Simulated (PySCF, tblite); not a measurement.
# C₄H₃B: geometry, infrared bands, NMR shifts and spin-spin couplings

What infrared bands, NMR shifts and spin-spin couplings should C₄H₃B (`C#CBC#C`) show?

Computed with tblite 0.8.0 and PySCF 2.14.0, with density-fitted response routines of our own, on a single molecule in the gas phase. Atoms count from 0, in the outputs and in this text.

## 1. The molecule as given

8 atoms, charge 0, multiplicity 1; geometry from: force field or distance geometry start.

Bonds of the start (Å): C0–C1 1.23, C1–B2 1.54, B2–C3 1.56, C3–C4 1.21, C0–H5 1.05, B2–H6 1.20, C4–H7 1.05.

## 2. Relaxing the molecule with GFN2-xTB

The job: settings as JSON, then the geometry in Å.

```
{"job": {"kind": "relax", "xc": "GFN2-xTB", "basis": "xTB"}, "charge": 0, "multiplicity": 1}
C      2.094100    -1.004200     1.058200
C      1.302700    -0.218500     0.545400
B      0.298100     0.768500    -0.072000
C     -1.218700     0.388300    -0.061200
C     -2.385600     0.056400    -0.026300
H      2.750800    -1.694500     1.498400
H      0.568000     1.928500     0.066900
H     -3.400400    -0.215200     0.000900
```

Launch:

```
OMP_NUM_THREADS=1 python probes_run.py task.json out
```

One launch serves the whole session: the jobs run in the order shown.

**Question.** This job is followed by: GFN2-xTB harmonic vibrations, gas phase; GIAO PBE0/pcSseg-1 NMR shielding, non-relativistic, gas phase; B3LYP/pcJ-1 indirect spin-spin coupling, non-relativistic, gas phase. Predict these results of the whole session: strongest single infrared mode (GFN2-xTB); zero-point energy (GFN2-xTB); 13C shifts against TMS (PBE0/pcSseg-1, means over atoms taken as alike); 1H shifts against TMS (PBE0/pcSseg-1, means over atoms taken as alike); 11B shifts against BF3·OEt2 (PBE0/pcSseg-1); surface potential, 1st and 99th percentile; largest coupling of the table (B3LYP/pcJ-1).

As calculated:

```
                                                               quantity                    value
                              strongest single infrared mode (GFN2-xTB)    1166 cm⁻¹, 131 km/mol
                                           zero-point energy (GFN2-xTB)            30.5 kcal/mol
13C shifts against TMS (PBE0/pcSseg-1, means over atoms taken as alike)         131.1, 100.8 ppm
 1H shifts against TMS (PBE0/pcSseg-1, means over atoms taken as alike)           5.81, 4.46 ppm
                            11B shifts against BF3·OEt2 (PBE0/pcSseg-1)                 48.3 ppm
                                  surface potential, 1st and 99th percentile       -0.78 V and 1.73 V
                            largest coupling of the table (B3LYP/pcJ-1)  1J(C,H) C0–H5, 258.1 Hz
```

**Reading.** Relaxing lowered the energy by 0.282 eV in 23 steps; the close pair that moved most is B2–C3, from 1.564 to 1.504 Å. All 18 modes are real, so the xTB geometry is a minimum. The strongest single mode, at 1166 cm⁻¹, moves mainly B2. Unscaled tight-binding wavenumbers are off by several per cent, some by more. Its intensities can rank the bands wrongly. At PBE0/pcSseg-1: Shielding is most anisotropic at C1, C3 (span 309 ppm, paramagnetic term -168 ppm). At PBE0/pcSseg-1, counted by nearest atom on the grid, the HOMO lies on 4 C atoms about 24 % each, the LUMO on B2 40 %; C0, C4 about 17 % each. In the run at B3LYP/pcJ-1, the largest coupling of the table is C0–H5 (mean over like pairs), 258.1 Hz, of which the Fermi-contact term gives 259.4 Hz.
